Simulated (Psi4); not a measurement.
# triplet AlCl2F at 3 levels

Aim: a comparison of 3 runs (U-wB97X/def2-SVPD, UM06-L/def2-SVPD, UPBE0/def2-SVPD) of triplet AlCl2F. 

Program for the calculation: Psi4 1.11.

### 1 The structure to begin with

AlCl2F: 4 atoms, total charge 0, spin state triplet. As SMILES of the parent species, `[F][Al]([Cl])[Cl]`. Geometry: relaxed at PBE0-D4/def2-TZVP. That shape belongs to the parent species and isn't relaxed for this state.

Bond lengths: F1–Al2 1.633 Å, Al2–Cl3 2.065 Å, Al2–Cl4 2.065 Å. Angles: F1–Al2–Cl3 119.2°, F1–Al2–Cl4 119.2°, Cl3–Al2–Cl4 121.5°.

### 2 Energy and gradient at U-wB97X/def2-SVPD (run 1)

job.in reads:

```
memory 2200 MB

molecule {
  0 3
  F      0.087420     0.388220     1.682350
  Al     0.004800     0.021530     0.093600
  Cl     1.223040    -1.463690    -0.663450
  Cl    -1.315270     1.053930    -1.112510
  symmetry c1
}

set {
  basis                def2-SVPD
  reference            uks
  puream               true
  e_convergence        1e-09
  d_convergence        1e-08
  scf_type             pk
  dft_radial_points    99
  dft_spherical_points 590
  maxiter              100
}

e_tot, wfn = gradient('wb97x', return_wfn=True)
oeprop(wfn, 'MAYER_INDICES', 'LOWDIN_CHARGES', 'WIBERG_LOWDIN_INDICES', title='WB97X')
```

Run with:

```sh
$ psi4 job.in job.out -n 1
```

job.out:

```text
[...]
  Running in c1 symmetry.
[...]
  Nuclear repulsion =  244.295361750994289
[...]
  Multiplicity = 3
[...]
  Nalpha       = 29
  Nbeta        = 27
[...]
    Number of basis functions: 101
[...]
   @UKS iter   1: -1262.06972093397621   -2.08700e-01   4.98945e-03 ADIIS/DIIS
[...]
   @UKS iter  18: -1262.16932436202751   -6.13909e-12   8.06619e-09 DIIS
[...]
   @S^2 Observed:                2.010427987E+00
[...]
  @UKS Final Energy: -1262.16932436202751
   => Energetics <=
    Nuclear Repulsion Energy =            244.2953617509942887
    One-Electron Energy =               -2232.2816358794821099
    Two-Electron Energy =                 790.6951536490640819
    DFT Exchange-Correlation Energy =     -64.8782038826036001
    Empirical Dispersion Energy =           0.0000000000000000
    VV10 Nonlocal Energy =                  0.0000000000000000
    Total Energy =                      -1262.1693243620272824
[...]
 Multipole Moments:
 ------------------------------------------------------------------------------------
     Multipole            Electronic (a.u.)      Nuclear  (a.u.)        Total (a.u.)
 ------------------------------------------------------------------------------------
 L = 1.  Multiply by 2.5417464519 to convert [e a0] to [Debye]
 Dipole X            :          0.0034350           -0.0483080           -0.0448731
 Dipole Y            :          0.0120425           -0.2145795           -0.2025370
 Dipole Z            :          0.0473093           -0.9299528           -0.8826435
 Magnitude           :                                                    0.9066942
[...]
  -Total Gradient:
     Atom            X                  Y                   Z
    ------   -----------------  -----------------  -----------------
       1       -0.001917920980    -0.008420812780    -0.036365689793
       2       -0.001884270391    -0.008628148348    -0.037749389787
       3       -0.038698077120     0.048772059528     0.029802501828
       4        0.042492714753    -0.031756604690     0.044167378927
[...]
```

Run time: 25 s. Hardware: 1 thread of Intel Xeon 6975P-C (Granite Rapids), shared host; peak memory 1 GiB.

### 3 Energy and gradient at UM06-L/def2-SVPD (run 2)

alcl2f.py reads:

```python
import psi4

psi4.set_memory('2200 MB')
psi4.set_num_threads(1)
psi4.set_output_file('alcl2f.out', False)

mol = psi4.geometry("""
0 3
F      0.087420     0.388220     1.682350
Al     0.004800     0.021530     0.093600
Cl     1.223040    -1.463690    -0.663450
Cl    -1.315270     1.053930    -1.112510
units angstrom
symmetry c1
no_reorient
no_com
""")

psi4.set_options({
    'basis': 'def2-SVPD',
    'reference': 'uks',
    'puream': True,
    'e_convergence': 1e-09,
    'd_convergence': 1e-08,
    'scf_type': 'pk',
    'dft_radial_points': 99,
    'dft_spherical_points': 590,
    'maxiter': 100,
})

e_tot, wfn = psi4.gradient('m06-l', return_wfn=True)
psi4.oeprop(wfn, 'MULLIKEN_CHARGES', 'DIPOLE', 'MAYER_INDICES')
print('gradient / Eh bohr^-1')
print(e_tot.np.round(6))
print(f'energy = {wfn.energy():.10f} Eh')
```

Run with:

```sh
$ python alcl2f.py
```

alcl2f.out:

```text
[...]
  Running in c1 symmetry.
[...]
  Nuclear repulsion =  244.295361750994289
[...]
  Multiplicity = 3
[...]
  Nalpha       = 29
  Nbeta        = 27
[...]
    Number of basis functions: 101
[...]
   @UKS iter   1: -1262.06702861274607    4.04946e-02   5.82836e-03 DIIS/ADIIS
[...]
   @UKS iter  16: -1262.20805162937609   -3.66072e-11   9.35336e-09 DIIS
[...]
   @S^2 Observed:                2.006230485E+00
[...]
  @UKS Final Energy: -1262.20805162937609
   => Energetics <=
    Nuclear Repulsion Energy =            244.2953617509942887
    One-Electron Energy =               -2232.8759670758909124
    Two-Electron Energy =                 812.0399271832015984
    DFT Exchange-Correlation Energy =     -85.6673734876810471
    Empirical Dispersion Energy =           0.0000000000000000
    VV10 Nonlocal Energy =                  0.0000000000000000
    Total Energy =                      -1262.2080516293760866
[...]
  -Total Gradient:
     Atom            X                  Y                   Z
    ------   -----------------  -----------------  -----------------
       1       -0.002302695370    -0.010163127869    -0.043960924731
       2       -0.001225750905    -0.005627357955    -0.024614126209
       3       -0.040073256694     0.049367225993     0.026798205511
       4        0.043592926833    -0.033617209354     0.041599056920
[...]
 Multipole Moments:
 ------------------------------------------------------------------------------------
     Multipole            Electronic (a.u.)      Nuclear  (a.u.)        Total (a.u.)
 ------------------------------------------------------------------------------------
 L = 1.  Multiply by 2.5417464519 to convert [e a0] to [Debye]
 Dipole X            :          1.3205038           -1.3582029           -0.0376991
 Dipole Y            :          5.8624488           -6.0321003           -0.1696515
 Dipole Z            :         25.4031650          -26.1412807           -0.7381157
 Magnitude           :                                                    0.7582992
[...]
  Mulliken Charges: (a.u.)
   Center  Symbol    Alpha    Beta     Spin     Total
       1     F     4.75730  4.74143  0.01587 -0.49873
       2    AL     6.73426  5.45697  1.27729  0.80877
       3    CL     8.75422  8.40081  0.35341 -0.15502
       4    CL     8.75422  8.40080  0.35342 -0.15502
   Total alpha = 29.00000, Total beta = 27.00000, Total charge =  0.00000
  Mayer Bond Indices:
  Total Bond Index:
  Irrep: 1 Size: 4 x 4
[...]
```

On the terminal:

```text
gradient / Eh bohr^-1
[[-0.002303 -0.010163 -0.043961]
 [-0.001226 -0.005627 -0.024614]
 [-0.040073  0.049367  0.026798]
 [ 0.043593 -0.033617  0.041599]]
energy = -1262.2080516294 Eh
```

Wall time 32 s (1 thread of Intel Xeon 6975P-C (Granite Rapids), shared host); peak memory 1.1 GiB.

### 4 A single-point energy at UPBE0/def2-SVPD (run 3)

run.py reads:

```python
import numpy as np
from ase.calculators.psi4 import Psi4
from ase import Atoms

atoms = Atoms(['F', 'Al', 'Cl', 'Cl'], positions=[
    [0.087420, 0.388220, 1.682350],
    [0.004800, 0.021530, 0.093600],
    [1.223040, -1.463690, -0.663450],
    [-1.315270, 1.053930, -1.112510],
])
calc = Psi4(atoms=atoms, method='pbe0', basis='def2-SVPD', memory='2200MB', num_threads=1, charge=0, multiplicity=3, label='alcl2f', reference='uks')
calc.psi4.set_options({'puream': True, 'e_convergence': 1e-09, 'd_convergence': 1e-08, 'scf_type': 'pk', 'dft_radial_points': 99, 'dft_spherical_points': 590, 'maxiter': 100})
atoms.calc = calc

print(f'energy: {atoms.get_potential_energy():.6f} eV')
```

Run with:

```sh
$ python run.py
```

alcl2f.dat:

```text
[...]
  Running in c1 symmetry.
[...]
  Nuclear repulsion =  244.295361750994289
[...]
  Multiplicity = 3
[...]
  Nalpha       = 29
  Nbeta        = 27
[...]
    Number of basis functions: 101
[...]
   @UKS iter   1: -1261.59585744173341   -3.01300e-02   5.28824e-03 ADIIS/DIIS
[...]
   @UKS iter  15: -1261.71169173879275   -3.06954e-11   7.86106e-09 DIIS
[...]
   @S^2 Observed:                2.006275972E+00
[...]
    Orbital Energies [Eh]
    ---------------------
    Alpha Occupied:
       1A   -101.765303     2A   -101.765293     3A    -56.212494
       4A    -24.754873     5A     -9.616228     6A     -9.616225
       7A     -7.358580     8A     -7.358556     9A     -7.350283
      10A     -7.350281    11A     -7.346531    12A     -7.346528
      13A     -4.242295    14A     -2.775086    15A     -2.773414
      16A     -2.773414    17A     -1.169642    18A     -0.928485
      19A     -0.919738    20A     -0.524049    21A     -0.477402
      22A     -0.473982    23A     -0.445981    24A     -0.444419
      25A     -0.441023    26A     -0.424236    27A     -0.419344
      28A     -0.412690    29A     -0.131792
    Alpha Virtual:
[...]
  @UKS Final Energy: -1261.71169173879275
   => Energetics <=
    Nuclear Repulsion Energy =            244.2953617509942887
    One-Electron Energy =               -2232.1441587326589797
    Two-Electron Energy =                 790.4287935883181717
    DFT Exchange-Correlation Energy =     -64.2916883454463886
    Empirical Dispersion Energy =           0.0000000000000000
    VV10 Nonlocal Energy =                  0.0000000000000000
    Total Energy =                      -1261.7116917387929789
[...]
 Multipole Moments:
 ------------------------------------------------------------------------------------
     Multipole            Electronic (a.u.)      Nuclear  (a.u.)        Total (a.u.)
 ------------------------------------------------------------------------------------
 L = 1.  Multiply by 2.5417464519 to convert [e a0] to [Debye]
 Dipole X            :          0.0034553           -0.0483080           -0.0448528
 Dipole Y            :          0.0132936           -0.2145795           -0.2012859
 Dipole Z            :          0.0548803           -0.9299528           -0.8750725
 Magnitude           :                                                    0.8990437
[...]
```

The script printed:

```text
energy: -34332.923895 eV
```

Run time: 14 s. Hardware: 1 thread of Intel Xeon 6975P-C (Granite Rapids), shared host; peak memory 0.95 GiB.

### 5 All runs side by side

```
run              level                 properties      task   energy (Eh)  dipole moment (D)  HOMO energy (eV)   ⟨S²⟩  wall time
  1  U-wB97X/def2-SVPD    (mayer, lowdin, wiberg)  gradient  -1262.169324               2.30             -5.19  2.010       25 s
  2   UM06-L/def2-SVPD  (mulliken, dipole, mayer)  gradient  -1262.208052               1.93             -2.55  2.006       32 s
  3    UPBE0/def2-SVPD                          –    energy  -1261.711692               2.29             -3.59  2.006       14 s
```

### 6 Summary of results

| quantity | value |
| --- | --- |
| run 3: total energy | -1261.71169 Eh |
| run 3: dipole moment | 2.29 D |
| run 3: HOMO energy (highest over α and β) | -3.59 eV |
| run 3: ⟨S²⟩ | 2.006 |

What this shows: The dipole moment (its size) runs from 1.93 D (UM06-L/def2-SVPD) to 2.30 D (U-wB97X/def2-SVPD). Totals of different functionals can't be ranked against each other. All runs together took 71 s, the longest 32 s.
